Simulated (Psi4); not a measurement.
# AlOF2 (SMILES [O][Al]([F])[F]) at U-revSCAN/6-311+G(d) (sfX2C, Cholesky decomposition)

What is the vertical electron affinity of AlOF2 at U-revSCAN/6-311+G* (sfX2C, Cholesky decomposition)? 

Program for the calculation: Psi4 1.11.

2 further runs of the same task are left out: 1 that didn't finish, 1 set aside as unsound or not needed.

### 1 Starting point

AlOF2: 4 atoms, total charge 0, spin state doublet. As SMILES, `[O][Al]([F])[F]`. The coordinates come from a PBE0-D4/def2-TZVP relaxation.

Bond lengths: O1–Al2 1.725 Å, Al2–F3 1.631 Å, Al2–F4 1.631 Å. Angles: O1–Al2–F3 119.0°, O1–Al2–F4 119.0°, F3–Al2–F4 122.1°.

### 2 The charge distribution at U-revSCAN/6-311+G(d) (sfX2C, Cholesky decomposition)

Input file alf2o.json:

```json
{
  "schema_name": "qcschema_input",
  "schema_version": 1,
  "molecule": {
    "schema_name": "qcschema_molecule",
    "schema_version": 2,
    "symbols": ["O", "Al", "F", "F"],
    "geometry": [1.29049397, -1.72135153, 2.38105492, -0.00113384, 0.00812582, -0.06122713, -2.79150343, -0.75891401, -1.11966273, 1.6070231, 2.35818923, -1.23833753],
    "molecular_charge": 0,
    "molecular_multiplicity": 2
  },
  "driver": "energy",
  "model": {
    "method": "revscan",
    "basis": "6-311+G*"
  },
  "keywords": {
    "reference": "uks",
    "scf_type": "cd",
    "relativistic": "x2c",
    "scf_properties": ["MAYER_INDICES", "MULLIKEN_CHARGES", "DIPOLE"]
  }
}
```

Run with:

```sh
$ psi4 --qcschema alf2o.json -n 1 --memory 1600MB
```

stdout:

```text
[...]
  Running in c1 symmetry.
[...]
  Nuclear repulsion =  149.228779362490968
[...]
  Multiplicity = 2
[...]
  Nalpha       = 20
  Nbeta        = 19
[...]
    Number of basis functions: 96
[...]
    WARNING: The X2C and Dirac Hamiltonians have substatially different eigenvalues!
             This is probably caused by the recontraction of the basis set.
[...]
   @UKS iter   1:  -517.84200025974371   -7.05167e-01   9.05646e-03 DIIS/ADIIS
[...]
   @UKS iter   9:  -518.07425628007445   -3.33877e-08   2.90002e-07 DIIS
[...]
   @S^2 Observed:                7.552444862E-01
[...]
    Orbital Energies [Eh]
    ---------------------
    Alpha Occupied:
       1A    -55.863576     2A    -24.516667     3A    -24.516643
       4A    -19.031314     5A     -4.171272     6A     -2.685800
       7A     -2.681749     8A     -2.680155     9A     -1.163615
      10A     -1.156267    11A     -0.979954    12A     -0.469696
      13A     -0.441161    14A     -0.416125    15A     -0.416018
      16A     -0.413687    17A     -0.400775    18A     -0.386642
      19A     -0.378235    20A     -0.343279
    Alpha Virtual:
      21A     -0.069366    22A     -0.018885    23A      0.036884
      24A      0.037049    25A      0.057408    26A      0.065191
[...]
  @UKS Final Energy:  -518.07425628007445
   => Energetics <=
    Nuclear Repulsion Energy =            149.2287793624909682
    One-Electron Energy =               -1018.0608437622254314
    Two-Electron Energy =                 399.1323030798541822
    DFT Exchange-Correlation Energy =     -48.3744949601941485
    Empirical Dispersion Energy =           0.0000000000000000
    VV10 Nonlocal Energy =                  0.0000000000000000
    Total Energy =                       -518.0742562800744508
[...]
 Multipole Moments:
 ------------------------------------------------------------------------------------
     Multipole            Electronic (a.u.)      Nuclear  (a.u.)        Total (a.u.)
 ------------------------------------------------------------------------------------
 L = 1.  Multiply by 2.5417464519 to convert [e a0] to [Debye]
 Dipole X            :         -0.5884825            0.5603871           -0.0280954
 Dipole Y            :          0.7879984           -0.7503608            0.0376376
 Dipole Z            :         -1.1127344            1.0596341           -0.0531002
 Magnitude           :                                                    0.0708913
[...]
  Mulliken Charges: (a.u.)
   Center  Symbol    Alpha    Beta     Spin     Total
       1     O     4.62615  3.60577  1.02038 -0.23192
       2    AL     6.09065  6.13412 -0.04347  0.77523
       3     F     4.64159  4.63005  0.01154 -0.27163
       4     F     4.64162  4.63007  0.01155 -0.27168
   Total alpha = 20.00000, Total beta = 19.00000, Total charge = -0.00000
  Mayer Bond Indices:
  Total Bond Index:
  Irrep: 1 Size: 4 x 4
[...]
```

The result, in JSON:

```text
{
 "driver": "energy",
 "model": {
  "method": "revscan",
  "basis": "6-311+G*"
 },
 "success": true,
 "return_result": -518.0742562800745,
 "properties": {
  "calcinfo_nbasis": 96,
  "calcinfo_nmo": 96,
  "calcinfo_nalpha": 20,
  "calcinfo_nbeta": 19,
  "calcinfo_natom": 4,
  "nuclear_repulsion_energy": 149.228779362491,
  "return_energy": -518.0742562800745,
  "scf_one_electron_energy": -1018.0608437622254,
  "scf_two_electron_energy": 399.1323030798542,
  "scf_xc_energy": -48.37449496019415,
  "scf_dipole_moment": [-0.02809541171865282, 0.037637607533277384, -0.053100220460724934],
  "scf_total_energy": -518.0742562800745,
  "scf_iterations": 9
 }
}
```

It took 18 s on 1 thread of Intel Xeon Platinum 8175M at 2.50GHz (Skylake/Cascade Lake), shared host; peak memory 0.67 GiB.

Atomic charges (e):

| atom | Mulliken |
| --- | --- |
| O1 | -0.232 |
| Al2 | +0.775 |
| F3 | -0.272 |
| F4 | -0.272 |

### 3 The singlet anion at the same level

Input file alf2o.in:

```
memory 1.6 GB

molecule m {
  -1 1
  O      0.682900    -0.910900     1.260000
  Al    -0.000600     0.004300    -0.032400
  F     -1.477200    -0.401600    -0.592500
  F      0.850400     1.247900    -0.655300
}

set {
  reference uks
  scf_type cd
  relativistic x2c
}

energy_value, wavefunction = energy("revscan/6-311+G*", return_wfn=True)
oeprop(wavefunction, "MAYER_INDICES", "MULLIKEN_CHARGES", "DIPOLE")
```

Run with:

```sh
$ psi4 -n 1 alf2o.in alf2o.out
```

alf2o.out (excerpt; [...] marks lines left out):

```text
[...]
  Running in c1 symmetry.
[...]
  Nuclear repulsion =  149.228779344674905
[...]
  Multiplicity = 1
[...]
  Nalpha       = 20
  Nbeta        = 20
[...]
    Number of basis functions: 96
[...]
    WARNING: The X2C and Dirac Hamiltonians have substatially different eigenvalues!
             This is probably caused by the recontraction of the basis set.
[...]
   @UKS iter   1:  -517.60561107284309   -4.68806e-01   1.29697e-02 DIIS/ADIIS
[...]
   @UKS iter  12:  -518.18173924015855   -8.90964e-09   1.56584e-07 DIIS
[...]
   @S^2 Observed:               -2.486899575E-14
[...]
  @UKS Final Energy:  -518.18173924015855
   => Energetics <=
    Nuclear Repulsion Energy =            149.2287793446749049
    One-Electron Energy =               -1028.2345307251016493
    Two-Electron Energy =                 409.4370831654517815
    DFT Exchange-Correlation Energy =     -48.6130710251835936
    Empirical Dispersion Energy =           0.0000000000000000
    VV10 Nonlocal Energy =                  0.0000000000000000
    Total Energy =                       -518.1817392401585494
[...]
 Multipole Moments:
 ------------------------------------------------------------------------------------
     Multipole            Electronic (a.u.)      Nuclear  (a.u.)        Total (a.u.)
 ------------------------------------------------------------------------------------
 L = 1.  Multiply by 2.5417464519 to convert [e a0] to [Debye]
 Dipole X            :         -1.4128966            0.5603871           -0.8525095
 Dipole Y            :          1.8920653           -0.7503608            1.1417044
 Dipole Z            :         -2.6718786            1.0596341           -1.6122444
 Magnitude           :                                                    2.1516490
[...]
  Mulliken Charges: (a.u.)
   Center  Symbol    Alpha    Beta     Spin     Total
       1     O     4.40946  4.40946  0.00000 -0.81892
       2    AL     6.25980  6.25980  0.00000  0.48040
       3     F     4.66532  4.66532  0.00000 -0.33065
       4     F     4.66542  4.66542  0.00000 -0.33084
   Total alpha = 20.00000, Total beta = 20.00000, Total charge = -1.00000
  Mayer Bond Indices:
  Total Bond Index:
  Irrep: 1 Size: 4 x 4
[...]
```

Wall time 21 s (1 thread of Intel Xeon Platinum 8175M at 2.50GHz (Skylake/Cascade Lake), shared host); peak memory 0.68 GiB.

Atomic charges (e):

| atom | Mulliken |
| --- | --- |
| O1 | -0.819 |
| Al2 | +0.480 |
| F3 | -0.331 |
| F4 | -0.331 |

### 4 Outcome

Level: U-revSCAN/6-311+G* (sfX2C, Cholesky decomposition).

```
                                                            quantity          value
                                         doublet AlOF2: total energy  -518.07426 Eh
                                        doublet AlOF2: dipole moment         0.18 D
                   doublet AlOF2: HOMO energy (highest over α and β)       -8.53 eV
                    doublet AlOF2: LUMO energy (lowest over α and β)       -6.24 eV
                                                 doublet AlOF2: ⟨S²⟩          0.755
                                         singlet anion: total energy  -518.18174 Eh
                                          singlet anion: HOMO energy        0.45 eV
                                          singlet anion: LUMO energy        3.32 eV
singlet anion: HOMO–LUMO gap (to an unbound level, set by the basis)        2.87 eV
                   vertical electron affinity (to the singlet anion)       2.925 eV
```

At fixed nuclei the extra electron is bound by 2.92 eV (282 kJ/mol). Mulliken charges (doublet AlOF2) run from -0.27 on F4 to +0.78 on Al2; in a basis this large or diffuse they mean little. The HOMO (singlet anion) lies at positive energy, 0.45 eV, as semi-local functionals often give for anions; only total energies tell whether the electron is bound.
